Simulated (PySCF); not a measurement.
# CH3FO2Si: the cost of one run

Programs: PySCF 2.14.0, with density-fitted response routines of our own. Each step states its level of theory. These are calculated values for one molecule in the gas phase, unless marked as measured. Atoms are numbered from 0 throughout.

## Step 1: Starting geometry

8 atoms, charge 0, multiplicity 1; geometry from: GFN2-xTB. The atoms were then displaced at random by about 0.01 Å, so the start is not that level's minimum.

Bonds of the start (Å): O0–C1 1.20, C1–O2 1.33, C1–Si3 1.88, Si3–F4 1.63, O2–H5 0.99, Si3–H6 1.46, Si3–H7 1.45.

## Step 2: Optimising the geometry at PBE0-D3(BJ)/def2-SVP

The job: settings as JSON, then the geometry in Å.

```
{"job": {"xc": "PBE0", "basis": "def2-SVP", "d3": "d3bj", "grid": 1, "shake": 0.01, "kind": "geom"}, "charge": 0, "multiplicity": 1}
O      1.318770     1.039720    -0.971120
C      0.750920     0.243750    -0.278040
O      1.407700    -0.756560     0.291170
Si    -1.074210     0.167010     0.176630
F     -1.641840    -1.221160    -0.462950
H      2.367410    -0.732880     0.057760
H     -1.841140     1.218760    -0.478810
H     -1.232470     0.022230     1.612890
```

The run is started by

```sh
OMP_NUM_THREADS=1 python probes_run.py task.json out
```

This one command runs all jobs of the session in turn.

Q: Estimate the wall time and peak memory of this first job on 1 thread of Arm Neoverse V2, shared host.

About 37 s, with a peak of 0.38 GiB.
